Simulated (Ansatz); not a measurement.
# C3H8BF: up Jacob's ladder to CCSD(T)

One table from this session's results is given with a row withheld; the runs are named, their logs left out.

Program: Ansatz 0.2.0, Gaussian basis. Level of theory: functionals in def2-TZVPP, the program's frozen cores in correlated methods. These are calculated values, not measurements.

Levels to be run: PBE-D4, r2SCAN-D4, PBE0-D4, B3LYP-D4, ωB97X-V, ωB97M-V, B2PLYP; CCSD(T)/def2-TZVPP; MP2/def2-QZVPP; extrapolation to the limit.

## The relaxed structure

All runs share one geometry, relaxed beforehand with PBE0-D4 in a triple-zeta def2 set.

SMILES `BC(F)CC`, 13 atoms, charge 0, spin multiplicity 1.

Atoms are counted from 1 here; the program's logs count them from 0.

Bond lengths: B1–C2 1.554 Å, B1–H6 1.193 Å, B1–H7 1.195 Å, C2–F3 1.398 Å, C2–C4 1.528 Å, C2–H8 1.107 Å, C4–C5 1.519 Å, C4–H9 1.095 Å, C4–H10 1.094 Å, C5–H11 1.093 Å, C5–H12 1.091 Å, C5–H13 1.092 Å. Angles: C2–B1–H6 121.0°, C2–B1–H7 118.9°, H6–B1–H7 120.1°, B1–C2–F3 112.4°, B1–C2–C4 116.1°, B1–C2–H8 105.9°, F3–C2–C4 108.2°, F3–C2–H8 106.3°, C4–C2–H8 107.3°, C2–C4–C5 113.6°, C2–C4–H9 109.5°, C2–C4–H10 106.7°, C5–C4–H9 110.4°, C5–C4–H10 110.0°, H9–C4–H10 106.3°, C4–C5–H11 111.2°, C4–C5–H12 112.1°, C4–C5–H13 110.5° and more.

The first run:

File in.yaml:

```yaml
crystal:
  periodic: [false, false, false]
  atoms:
    - {symbol: B, position_ang: [-1.283567, 0.138589, 1.295305]}
    - {symbol: C, position_ang: [0.191150, -0.245179, 0.990606]}
    - {symbol: F, position_ang: [1.048311, 0.039438, 2.057866]}
    - {symbol: C, position_ang: [0.793806, 0.357309, -0.277751]}
    - {symbol: C, position_ang: [0.167805, -0.168767, -1.557468]}
    - {symbol: H, position_ang: [-1.594698, 0.592711, 2.353743]}
    - {symbol: H, position_ang: [-2.114865, -0.054965, 0.458429]}
    - {symbol: H, position_ang: [0.200233, -1.345100, 0.869476]}
    - {symbol: H, position_ang: [0.717722, 1.448346, -0.235454]}
    - {symbol: H, position_ang: [1.862119, 0.122589, -0.259341]}
    - {symbol: H, position_ang: [0.248965, -1.257489, -1.618577]}
    - {symbol: H, position_ang: [-0.890160, 0.088485, -1.632286]}
    - {symbol: H, position_ang: [0.673678, 0.249132, -2.429748]}
basis:
  gaussian: {orbitals: def2-TZVPP}
hamiltonian: {xc: pbe, dispersion: d4}
output: {forces: true, orbitals: {seedname: orbitals}}
```

On the command line:

```sh
> ansatz run in.yaml --threads 4 --pin off --events-out ev --progress --plain --max-ram 10444MiB
```

Among the steps run: PBE-D4 (GGA); r2SCAN-D4 (meta-GGA); PBE0-D4 (hybrid); B3LYP-D4 (hybrid); ωB97X-V (range-separated); ωB97M-V (range-separated); B2PLYP (double hybrid); CCSD(T) in def2-TZVPP; MP2 in def2-QZVPP.

One of the session's tables, all rows but one given; the rest of the session is left out.

| method | atoms, summed (eV) | atomisation energy (eV) |
| --- | --- | --- |
| PBE-D4 | -6576.014 | 52.253 |
| r2SCAN-D4 | -6581.415 | 51.495 |
| PBE0-D4 | -6577.505 | 51.596 |
| B3LYP-D4 | -6585.965 | 51.409 |
| ωB97X-V | -6583.295 | 51.411 |
| ωB97M-V | -6582.079 | 51.485 |
| B2PLYP | -6580.367 | 50.885 |
| HF/def2-TZVPP | -6558.490 | 39.029 |
| MP2/def2-TZVPP | -6570.452 | 50.754 |
| CCSD/def2-TZVPP | -6573.011 | 49.534 |
| CCSD(T)/def2-TZVPP | ? | ? |
| MP2/CBS | -6572.747 | 51.825 |
| CCSD(T)/CBS | -6575.601 | 51.185 |

Q: Estimate the row for CCSD(T)/def2-TZVPP from the others.

**Answer.** atoms, summed (eV): -6573.306; atomisation energy (eV): 50.114. In the column «atoms, summed (eV)» it lies between CCSD(T)/CBS (-6575.601) and CCSD/def2-TZVPP (-6573.011).
